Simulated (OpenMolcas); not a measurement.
# CHClInNO (SMILES O=C=[N][InH][Cl]) at 6 levels

Wanted: a comparison of 6 runs (B2PLYP/def2-SVP, B3LYP/def2-SVP, BHLYP/def2-SVP, PBE0/def2-SVP, SVWN5/def2-SVP, CCSD(T)/def2-SVP) of CHClInNO. 

The results are computed with OpenMolcas 26.06.

### Step 1. The structure to begin with

CHClInNO: 6 atoms, total charge 0, spin state singlet. As SMILES, `O=C=[N][InH][Cl]`. The shape is that of a PBE0-D4/def2-TZVP optimisation. This is one conformer, not always the lowest.

Bond lengths: O1–C2 1.166 Å, C2–N3 1.205 Å, N3–In4 2.019 Å, In4–Cl5 2.315 Å, In4–H6 1.687 Å. Angles: O1–C2–N3 176.3°, C2–N3–In4 136.4°, N3–In4–Cl5 111.3°, N3–In4–H6 123.4°, Cl5–In4–H6 125.3°.

### Step 2. A single-point energy at B2PLYP/def2-SVP (core potential) (run 1)

mol.input

```
&GATEWAY
BASLIB = $CurrDir
COORD
6
angstrom
O        1.628000      -2.320400       0.058100
C        0.896600      -1.470900       0.379300
N        0.136700      -0.626900       0.782100
In      -0.744200       1.027900       0.031300
Cl      -0.127000       1.382000      -2.172000
H       -1.790100       2.008300       0.921200
BASIS = def2-SVP
GROUP = NoSym
&SEWARD
GRIDINPUT
Grid=UltraFine
End of Grid
&SCF
KSDFT = B2PLYP_SCF
THRESHOLDS = 1e-10 1e-07 1e-07 1e-05
PRORBITALS = 1 2
&MBPT2
FROZEN = 12
```

The basis set def2-SVP is read from a file made from the Basis Set Exchange's data (not shown).

Started as:

```
$ export MOLCAS_MEM=1860
$ pymolcas mol.input > mol.log
```

What it wrote:

```text
--- Start Module: gateway ---
[...]
--- Stop Module: gateway /rc=_RC_ALL_IS_WELL_ ---
[...]
      Basis functions           91
[...]
--- Start Module: scf ---
[...]
       Convergence after  16 Iterations
[...]
::    Total KS-DFT energy                            -818.0082044592
[...]
      Total spin, S                                     0.0000000000
[...]
      Total electronic charge=   60.000000
      Total            charge=   -0.000000
[...]
      Dipole Moment (debye):
      Origin of the operator (angstrom)=   -0.2750    0.5440   -0.2851
                   X= -2.3169E+00               Y=  2.4269E+00               Z=  1.4895E+00           Total=  3.6711E+00
      Quadrupole Moment (debye*angstrom):
[...]
--- Stop Module: scf /rc=_RC_ALL_IS_WELL_ ---
[...]
--- Start Module: mbpt2 ---
[...]
 ###    WARNING: MP2 implementation intended for RHF references only         ###
 ###############################################################################
MBPT2 WARNING: Reference function according to RunFile:KS-DFT
I'll assume you know what you're doing and continue
WARNING!
Default frozen orbitals as non valence orbitals is overwritten by user input.
Default values:   8
[...]
       Reference weight ( Cref**2 )         =        0.72574
::    Total MBPT2 energy                             -818.8478870623
[...]
      Total MBPT2 calculations                           0.34      0.40
--- Stop Module: mbpt2 /rc=_RC_ALL_IS_WELL_ ---
[...]
```

Wall time 22 s (1 thread of Arm Neoverse V2, shared host); peak memory 0.5 GiB.

### Step 3. Energy and forces at B3LYP/def2-SVP (core potential) (run 2)

job.inp

```
* CHClInNO Kohn-Sham DFT
&GATEWAY
BASLIB = $CurrDir
COORD
6
bohr
O      3.07647413    -4.38492050     0.10979309
C      1.69432844    -2.77959816     0.71677312
N      0.25832556    -1.18466931     1.47795480
In    -1.40633418     1.94244948     0.05914843
Cl    -0.23999522     2.61160150    -4.10448514
H     -3.38279874     3.79513698     1.74081571
BASIS = def2-SVP
GROUP = NoSym
&SEWARD
GRIDINPUT
Grid=UltraFine
End of Grid
&SCF
KSDFT = B3LYP
THRESHOLDS = 1e-10 1e-07 1e-07 1e-05
PRORBITALS = 1 1
&ALASKA
```

The basis set def2-SVP is read from a file made from the Basis Set Exchange's data (not shown).

Started as:

```
$ export MOLCAS_MEM=1860
$ pymolcas job.inp > job.log
```

What it wrote:

```text
--- Start Module: gateway ---
[...]
--- Stop Module: gateway /rc=_RC_ALL_IS_WELL_ ---
[...]
      Basis functions           91
[...]
--- Start Module: scf ---
[...]
       Convergence after  16 Iterations
[...]
::    Total KS-DFT energy                            -818.8849441080
[...]
      Total spin, S                                     0.0000000000
[...]
      Total electronic charge=   60.000000
      Total            charge=   -0.000000
[...]
      Dipole Moment (debye):
      Origin of the operator (angstrom)=   -0.2750    0.5440   -0.2851
                   X= -2.1226E+00               Y=  2.2242E+00               Z=  1.3639E+00           Total=  3.3634E+00
      Quadrupole Moment (debye*angstrom):
[...]
--- Stop Module: scf /rc=_RC_ALL_IS_WELL_ ---
[...]
--- Start Module: alaska ---
[...]
 *              Molecular gradients               *
 **************************************************
  Irreducible representation: a
 ------------------------------------------------------------------------------------------
                              X                       Y                       Z
 ------------------------------------------------------------------------------------------
  O1               -8.67541080780043E-03    1.00245168261850E-02    3.86563606121815E-03
  C2               -2.61243429396674E-03    3.87367508926606E-03   -2.86582453282946E-04
  N3                5.36958243638352E-03   -3.51664511195660E-03   -7.25632481398186E-03
  IN4               6.57408111820779E-03   -5.68149668336204E-03   -6.55019363008336E-03
  CL5              -3.14012946685516E-03   -2.36912854302851E-03    1.22713176068281E-02
  H6                2.48431101403668E-03   -2.33092157712411E-03   -2.04385277077535E-03
 ------------------------------------------------------------------------------------------
--- Stop Module: alaska /rc=_RC_ALL_IS_WELL_ ---
[...]
```

Run time: 26 s. Hardware: 1 thread of Arm Neoverse V2, shared host; peak memory 0.5 GiB.

Runs 3 to 5 aren't shown in full; the table further down has their settings and results.

### Step 4. The energy at CCSD(T)/def2-SVP (core potential) (run 6)

calc.input

```
* CHClInNO CCSD(T)
>>> EXPORT MOLCAS_PRINT=2

&GATEWAY
 BasLib=$CurrDir
 Coord
 6
 angstrom
 O        1.628000      -2.320400       0.058100
 C        0.896600      -1.470900       0.379300
 N        0.136700      -0.626900       0.782100
 In      -0.744200       1.027900       0.031300
 Cl      -0.127000       1.382000      -2.172000
 H       -1.790100       2.008300       0.921200
 Basis=def2-SVP
 Group=NoSym

&SEWARD

&SCF
 Thresholds=1e-10 1e-07 1e-07 1e-05
 PrOrbitals=1 2

&RASSCF
 FileOrb=$Project.ScfOrb
 Spin=1
 Nactel=0 0 0
 Inactive=30
 Ras2=0
 OutOrbitals=Canonical
 OrbListing=Nothing

&MOTRA
 JobIph
 Frozen=12

&CCSDT
 CCT
 Triples=2
 Iterations=80
 Accuracy=1e-08
 Extrapolation=5 4
```

The basis set def2-SVP is read from a file made from the Basis Set Exchange's data (not shown).

Started as:

```
$ export MOLCAS_MEM=1860
$ pymolcas calc.input > calc.log
```

What it wrote:

```text
--- Start Module: gateway ---
[...]
--- Stop Module: gateway /rc=_RC_ALL_IS_WELL_ ---
[...]
      Basis functions           91
[...]
       Convergence after  15 Iterations
[...]
::    Total SCF energy                               -816.2718678551
[...]
      Total spin, S                                     0.0000000000
[...]
      Number of active orbitals                  0
[...]
      Spin quantum number                      0.0
[...]
      Active orbitals                            0
[...]
      Number of CSFs                             1
[...]
      Number of root(s) required                 1
[...]
      Convergence after  4 iterations
[...]
      Natural orbitals and occupation numbers for root  1
      ************************************************************************************************************************
      *                                                    Final results                                                     *
      ************************************************************************************************************************
[...]
::    RASSCF root number  1 Total energy:   -816.27186786
[...]
      Total electronic charge=   60.000000
      Total            charge=   -0.000000
[...]
      Dipole Moment (debye):
      Origin of the operator (angstrom)=   -0.2750    0.5440   -0.2851
                   X= -2.4984E+00               Y=  2.6058E+00               Z=  1.6251E+00           Total=  3.9590E+00
      Quadrupole Moment (debye*angstrom):
[...]
--- Start Module: motra ---
[...]
      *** WARNING: Default frozen orbitals is overwritten by user input.
      *** Default values:   8
[...]
--- Stop Module: motra /rc=_RC_ALL_IS_WELL_ ---
[...]
--- Start Module: ccsdt ---
[...]
      Convergence after                    18  Iterations
      Total energy (diff) :    -816.96023340       0.00000000
[...]
 METHOD                       : CCSD+T(CCSD)+<T3(1)WT1> = CCSD(T)
[...]
       CCSD     =      -816.9602333981868
[...]
--- Stop Module: ccsdt /rc=_RC_ALL_IS_WELL_ ---
[...]
```

Wall time 2.6 min (1 thread of Arm Neoverse V2, shared host); peak memory 0.5 GiB.

### Step 5. Overview of the runs

```csv
run,level,task,frozen core orbitals,energy (Eh),dipole moment (D) of the reference,HOMO energy (eV),LUMO energy (eV),wall time
1,B2PLYP/def2-SVP (core potential),energy,12,-818.234919,3.67,-9.60,-1.01,22 s
2,B3LYP/def2-SVP (core potential),gradient,–,-818.884944,3.36,-8.11,-2.19,26 s
3,BHLYP/def2-SVP (core potential),gradient,–,-818.634132,3.69,-9.66,-1.29,27 s
4,PBE0/def2-SVP (core potential),gradient,–,-818.471228,3.48,-8.43,-1.95,26 s
5,SVWN5/def2-SVP (core potential),gradient,–,-815.702242,3.17,-7.22,-2.89,22 s
6,CCSD(T)/def2-SVP (core potential),energy,12,-816.985333,3.96,-11.77,0.63,2.6 min
```

### Step 6. Results

```
                                           quantity          value
                                run 6: total energy  -816.98533 Eh
          run 6: dipole moment (mean-field density)         3.96 D
         run 6: HOMO energy (Hartree–Fock orbitals)      -11.77 eV
         run 6: LUMO energy (Hartree–Fock orbitals)        0.63 eV
       run 6: HOMO–LUMO gap (Hartree–Fock orbitals)       12.40 eV
run 6: correlation energy (12 core orbitals frozen)     -713.5 mEh
                              run 6: (T) correction     -25.10 mEh
```

Over runs 1, 2, 3, 4, 5 the dipole moment (its size) runs from 3.17 D (SVWN5/def2-SVP) to 3.69 D (BHLYP/def2-SVP). Over runs 1, 2, 3, 4, 5 the HOMO–LUMO gap runs from 4.34 eV (SVWN5/def2-SVP) to 8.58 eV (B2PLYP/def2-SVP). A double hybrid's value is that of its SCF part. For B2PLYP the log adds the whole second-order term; the table takes 0.27 of it, as the functional is defined. Totals of different functionals can't be ranked against each other. All runs together took 4.6 min, the longest 2.6 min.
